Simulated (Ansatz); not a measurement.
# AlH5O3S: the cost of one run

All numbers below are computed with Ansatz 0.2.0 (UKS B3LYP/STO-3G).

## Step 1: The starting structure

Bond lengths: Al1–S2 2.639 Å, Al1–O3 1.636 Å, Al1–O4 1.633 Å, Al1–O6 2.181 Å, S2–H7 1.327 Å, O3–H8 0.944 Å, O4–H9 0.944 Å, O6–H10 0.956 Å. Angles: Al1–S2–H7 90.3°, S2–Al1–O3 108.8°, S2–Al1–O4 105.8°, S2–Al1–O6 75.9°, O3–Al1–O4 135.6°, O3–Al1–O6 105.5°, O4–Al1–O6 109.2°, Al1–O3–H8 168.6°, Al1–O4–H9 171.4°, Al1–O6–H10 116.0°.

Structure file:

```xyz
10

Al    0.1145   -0.6281    0.2238
S     0.8659    1.0798   -1.6418
O     1.3350   -0.8046    1.2994
O    -0.9628   -1.6246   -0.4919
H    -0.2193    1.5002   -0.2782
O    -0.8832    1.2320    0.7740
H    -0.1793    0.7384   -2.3851
H     2.0802   -1.0601    1.8195
H    -1.6729   -2.1651   -0.7999
H    -0.4780    1.7321    1.4802
```

## Step 2: Run 1

150 steps of 0.5 fs at constant energy, with velocities drawn for 100 K.

Contents of input.yaml:

```yaml
crystal:
  periodic: [false, false, false]
  atoms:
    - { symbol: Al, position_ang: [0.1145, -0.6281, 0.2238] }
    - { symbol: S, position_ang: [0.8659, 1.0798, -1.6418] }
    - { symbol: O, position_ang: [1.335, -0.8046, 1.2994] }
    - { symbol: O, position_ang: [-0.9628, -1.6246, -0.4919] }
    - { symbol: H, position_ang: [-0.2193, 1.5002, -0.2782] }
    - { symbol: O, position_ang: [-0.8832, 1.232, 0.774] }
    - { symbol: H, position_ang: [-0.1793, 0.7384, -2.3851] }
    - { symbol: H, position_ang: [2.0802, -1.0601, 1.8195] }
    - { symbol: H, position_ang: [-1.6729, -2.1651, -0.7999] }
    - { symbol: H, position_ang: [-0.478, 1.7321, 1.4802] }
magnetization:
  spin_polarized: true
basis:
  gaussian: { orbitals: STO-3G }
hamiltonian:
  xc: b3lyp
md:
  timestep: 0.5
  n_steps: 150
  ensemble: nve
  temperature: 100.0
  initial_velocities: maxwell_boltzmann
  seed: 141382
```

Command:

```
$ ansatz run input.yaml --threads 1 --pin off --max-ram 2048MiB --backend cpu --events-out ev --progress --plain --runs-dir out
```

Q: Estimate wall time and peak memory on 1 thread of Arm Neoverse V1, shared host.

About 8.7 min, with a peak of 0.14 GiB.
